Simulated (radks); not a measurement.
# Ionisation of Mo⁺: one atom, several choices of functional

How much does the choice of functional matter for taking an electron from Mo⁺? Both Mo⁺ ([Kr] 4d5) and Mo²⁺ ([Kr] 4d4) are run for each choice.

Method: Dirac Kohn-Sham, spin-unpolarised, spherical densities, point nucleus; open shells are shared between the two j in proportion to 2j + 1. Code: radks (a radial shooting solver on a logarithmic mesh, Libxc functionals) version 1.

## Step 1: The atom as given

* element: molybdenum (Z = 42)
* charge: +1
* electrons: 41
* configuration: [Kr] 4d5
* ion: Mo²⁺, [Kr] 4d4
* choices: revPBE; AM05; PBE; Wu-Cohen GGA

The outer shells:

Mo⁺
```
[Kr] core
4d [↑ ][↑ ][↑ ][↑ ][↑ ]
```

Mo²⁺
```
[Kr] core
4d [↑ ][↑ ][↑ ][↑ ][  ]
```

In the logs a row gives level, spin channel, occupation and eigenvalue; Etot, Ekin, Encl (electron-nucleus), Eh (Hartree) and Exc are energies, all in hartree; err is the last residual, it the number of iterations.

## Step 2: revPBE: Mo⁺

Settings of this run:

```text
Z 42
configuration [Kr] 4d5
relativity Dirac
functional pbe_r,pbe
spin unpolarised
j_filling average
nucleus point
c 137.035999084
```

What it wrote:

```text
1s1/2   1   2.0000        -728.40092884
2s1/2   1   2.0000        -103.06146674
2p1/2   1   2.0000         -94.81733987
2p3/2   1   4.0000         -90.90158594
3s1/2   1   2.0000         -17.74754959
3p1/2   1   2.0000         -14.61166223
3p3/2   1   4.0000         -13.96698936
3d3/2   1   4.0000          -8.42911307
3d5/2   1   6.0000          -8.30706232
4s1/2   1   2.0000          -2.60884798
4p1/2   1   2.0000          -1.72278685
4p3/2   1   4.0000          -1.63222297
4d3/2   1   2.0000          -0.38424791
4d5/2   1   3.0000          -0.37633147
Etot -4049.152990464586
Ekin 4198.7131332959125
Encl -9773.156394153195
Eh 1649.0574426490716
Exc -123.767172256375
err 7.203903529162252e-09
it 14
```

The top filled level is 4d5/2, -10.241 eV.

Radial moments (bohr):

| level | occupation | energy (eV) | <r> | outermost maximum (interpolated) | 90 % within | nodes |
| --- | --- | --- | --- | --- | --- | --- |
| 3p3/2 | 4 | -380.06 | 0.4338 | 0.380 | 0.655 | 1 |
| 3d3/2 | 4 | -229.37 | 0.4132 | 0.321 | 0.661 | 0 |
| 3d5/2 | 6 | -226.05 | 0.4167 | 0.324 | 0.666 | 0 |
| 4s1/2 | 2 | -70.990 | 1.109 | 0.991 | 1.62 | 3 |
| 4p1/2 | 2 | -46.879 | 1.218 | 1.06 | 1.81 | 2 |
| 4p3/2 | 4 | -44.415 | 1.250 | 1.08 | 1.86 | 2 |
| 4d3/2 | 2 | -10.456 | 1.876 | 1.37 | 3.05 | 1 |
| 4d5/2 | 3 | -10.241 | 1.898 | 1.39 | 3.09 | 1 |

Radial density 4πr²ρ:

| r (bohr) | 4πr²ρ (e/bohr) |
| --- | --- |
| 0.00137 | 1.478 |
| 0.00208 | 3.075 |
| 0.00313 | 6.121 |
| 0.00474 | 11.80 |
| 0.00713 | 20.99 |
| 0.0108 | 34.09 |
| 0.0163 | 47.29 |
| 0.0244 | 53.53 |
| 0.0370 | 48.72 |
| 0.0557 | 45.91 |
| 0.0845 | 59.65 |
| 0.127 | 63.06 |
| 0.193 | 42.99 |
| 0.290 | 47.16 |
| 0.439 | 41.33 |
| 0.660 | 14.93 |
| 1.00 | 11.62 |
| 1.50 | 7.525 |
| 2.28 | 2.143 |
| 3.43 | 0.4264 |
| 5.20 | 0.04008 |

## Step 3: revPBE: Mo²⁺

Input: that of step 2 with these lines changed.

```diff
@@ -1,3 +1,3 @@
 Z 42
-configuration [Kr] 4d5
+configuration [Kr] 4d4
 relativity Dirac
```

What it wrote:

```text
1s1/2   1   2.0000        -728.83681389
2s1/2   1   2.0000        -103.50187605
2p1/2   1   2.0000         -95.25735757
2p3/2   1   4.0000         -91.34169397
3s1/2   1   2.0000         -18.18582231
3p1/2   1   2.0000         -15.04997608
3p3/2   1   4.0000         -14.40523881
3d3/2   1   4.0000          -8.86783412
3d5/2   1   6.0000          -8.74575769
4s1/2   1   2.0000          -3.03712016
4p1/2   1   2.0000          -2.14550325
4p3/2   1   4.0000          -2.05336111
4d3/2   1   1.6000          -0.76782011
4d5/2   1   2.4000          -0.75860445
Etot -4048.5879649143753
Ekin 4198.190174023801
Encl -9754.920987836074
Eh 1631.5568376973915
Exc -123.41398879949355
err 2.388928495748997e-09
it 14
```

Δ-SCF with revPBE: 15.375 eV.

## Step 4: AM05: Mo⁺

Settings of this run:

```text
Z 42
configuration [Kr] 4d5
relativity Dirac
functional am05,am05
spin unpolarised
j_filling average
nucleus point
c 137.035999084
```

What it wrote:

```text
1s1/2   1   2.0000        -727.42493759
2s1/2   1   2.0000        -102.94727586
2p1/2   1   2.0000         -94.76335492
2p3/2   1   4.0000         -90.85513265
3s1/2   1   2.0000         -17.70830797
3p1/2   1   2.0000         -14.59446993
3p3/2   1   4.0000         -13.95033088
3d3/2   1   4.0000          -8.43459759
3d5/2   1   6.0000          -8.31250831
4s1/2   1   2.0000          -2.60744858
4p1/2   1   2.0000          -1.72351954
4p3/2   1   4.0000          -1.63181947
4d3/2   1   2.0000          -0.38646652
4d5/2   1   3.0000          -0.37849090
Etot -4044.942917511023
Ekin 4193.332581483648
Encl -9767.387955497717
Eh 1648.6077668806051
Exc -119.49531037755875
err 6.17995525217001e-09
it 14
```

Highest occupied level: 4d5/2 at -10.299 eV.

## Step 5: AM05: Mo²⁺

Input: that of step 4 with these lines changed.

```diff
@@ -1,3 +1,3 @@
 Z 42
-configuration [Kr] 4d5
+configuration [Kr] 4d4
 relativity Dirac
```

What it wrote:

```text
1s1/2   1   2.0000        -727.86065104
2s1/2   1   2.0000        -103.38747906
2p1/2   1   2.0000         -95.20313036
2p3/2   1   4.0000         -91.29500183
3s1/2   1   2.0000         -18.14628273
3p1/2   1   2.0000         -15.03248327
3p3/2   1   4.0000         -14.38827390
3d3/2   1   4.0000          -8.87302671
3d5/2   1   6.0000          -8.75090933
4s1/2   1   2.0000          -3.03508392
4p1/2   1   2.0000          -2.14578624
4p3/2   1   4.0000          -2.05253001
4d3/2   1   1.6000          -0.76974692
4d5/2   1   2.4000          -0.76045675
Etot -4044.3758129764747
Ekin 4192.806625434172
Encl -9749.159707433133
Eh 1631.1178716230306
Exc -119.1406026005441
err 2.31259785804194e-09
it 14
```

Δ-SCF with AM05: 15.432 eV.

## Step 6: PBE: Mo⁺

Settings of this run:

```text
Z 42
configuration [Kr] 4d5
relativity Dirac
functional pbe,pbe
spin unpolarised
j_filling average
nucleus point
c 137.035999084
```

What it wrote:

```text
1s1/2   1   2.0000        -728.36873346
2s1/2   1   2.0000        -103.05906708
2p1/2   1   2.0000         -94.82598725
2p3/2   1   4.0000         -90.90983343
3s1/2   1   2.0000         -17.74736290
3p1/2   1   2.0000         -14.61471451
3p3/2   1   4.0000         -13.96999671
3d3/2   1   4.0000          -8.43365904
3d5/2   1   6.0000          -8.31160842
4s1/2   1   2.0000          -2.61219715
4p1/2   1   2.0000          -1.72589803
4p3/2   1   4.0000          -1.63497993
4d3/2   1   2.0000          -0.38747595
4d5/2   1   3.0000          -0.37956763
Etot -4048.948924347199
Ekin 4198.486661455663
Encl -9772.820766824307
Eh 1648.9400153978959
Exc -123.55483437645103
err 6.383720529698994e-09
it 14
```

4d5/2 is the highest filled level (-10.329 eV).

## Step 7: PBE: Mo²⁺

Input: that of step 6 with these lines changed.

```diff
@@ -1,3 +1,3 @@
 Z 42
-configuration [Kr] 4d5
+configuration [Kr] 4d4
 relativity Dirac
```

What it wrote:

```text
1s1/2   1   2.0000        -728.80435213
2s1/2   1   2.0000        -103.49918419
2p1/2   1   2.0000         -95.26570723
2p3/2   1   4.0000         -91.34964398
3s1/2   1   2.0000         -18.18531638
3p1/2   1   2.0000         -15.05270792
3p3/2   1   4.0000         -14.40792367
3d3/2   1   4.0000          -8.87205804
3d5/2   1   6.0000          -8.74998095
4s1/2   1   2.0000          -3.03983832
4p1/2   1   2.0000          -2.14804571
4p3/2   1   4.0000          -2.05556006
4d3/2   1   1.6000          -0.77081129
4d5/2   1   2.4000          -0.76160649
Etot -4048.380755754588
Ekin 4197.960513064576
Encl -9754.596661463303
Eh 1631.4541981069935
Exc -123.19880546285381
err 2.1636347241217424e-09
it 14
```

Δ-SCF with PBE: 15.461 eV.

## Step 8: Wu-Cohen GGA: Mo⁺

Settings of this run:

```text
Z 42
configuration [Kr] 4d5
relativity Dirac
functional wc,pbe
spin unpolarised
j_filling average
nucleus point
c 137.035999084
```

What it wrote:

```text
1s1/2   1   2.0000        -728.24738769
2s1/2   1   2.0000        -103.03955338
2p1/2   1   2.0000         -94.83407083
2p3/2   1   4.0000         -90.91733578
3s1/2   1   2.0000         -17.73505455
3p1/2   1   2.0000         -14.61094873
3p3/2   1   4.0000         -13.96607893
3d3/2   1   4.0000          -8.43467514
3d5/2   1   6.0000          -8.31260402
4s1/2   1   2.0000          -2.61107394
4p1/2   1   2.0000          -1.72520818
4p3/2   1   4.0000          -1.63365523
4d3/2   1   2.0000          -0.38719039
4d5/2   1   3.0000          -0.37924187
Etot -4048.322824595572
Ekin 4197.785937813363
Encl -9772.230941537342
Eh 1649.0448607773783
Exc -122.92268164897087
err 1.000130751045293e-09
it 15
```

The top filled level is 4d5/2, -10.320 eV.

## Step 9: Wu-Cohen GGA: Mo²⁺

Input: that of step 8 with these lines changed.

```diff
@@ -1,3 +1,3 @@
 Z 42
-configuration [Kr] 4d5
+configuration [Kr] 4d4
 relativity Dirac
```

What it wrote:

```text
1s1/2   1   2.0000        -728.68313370
2s1/2   1   2.0000        -103.47973095
2p1/2   1   2.0000         -95.27383511
2p3/2   1   4.0000         -91.35719172
3s1/2   1   2.0000         -18.17308467
3p1/2   1   2.0000         -15.04901571
3p3/2   1   4.0000         -14.40407780
3d3/2   1   4.0000          -8.87314266
3d5/2   1   6.0000          -8.75104440
4s1/2   1   2.0000          -3.03885147
4p1/2   1   2.0000          -2.14764746
4p3/2   1   4.0000          -2.05454813
4d3/2   1   1.6000          -0.77033035
4d5/2   1   2.4000          -0.76106735
Etot -4047.755059360295
Ekin 4197.259894710996
Encl -9754.000416915576
Eh 1631.552803035483
Exc -122.56734019119799
err 3.122266982355928e-09
it 14
```

Wu-Cohen GGA gives an ionisation energy of 15.450 eV.

## Step 10: All runs together

| functional | E(Mo⁺) (hartree) | Δ-SCF (eV) | −ε(HOMO) (eV) | <r> HOMO (bohr) | error (eV) |
| --- | --- | --- | --- | --- | --- |
| revPBE | -4049.15299 | 15.375 | 10.241 | 1.898 | -0.78 |
| AM05 | -4044.94292 | 15.432 | 10.299 | 1.897 | -0.73 |
| PBE | -4048.94892 | 15.461 | 10.329 | 1.902 | -0.70 |
| Wu-Cohen GGA | -4048.32282 | 15.450 | 10.320 | 1.897 | -0.71 |

**Reading.** The NIST Atomic Spectra Database lists 16.2 +/- 0.12 eV (semi-empirical). The smallest miss is that of PBE (-0.70 eV), the largest that of revPBE (-0.78 eV). The ionisation energies span 0.09 eV, the total energies of Mo⁺ 115 eV: most of the change in the total cancels in the difference. Spin polarisation and multiplet splitting are left out, so open shells lie too high by an amount that depends on their filling. Sharing an open shell by 2j + 1 raises it above the true ground level by a part of the spin-orbit splitting, which enters the differences from NIST.
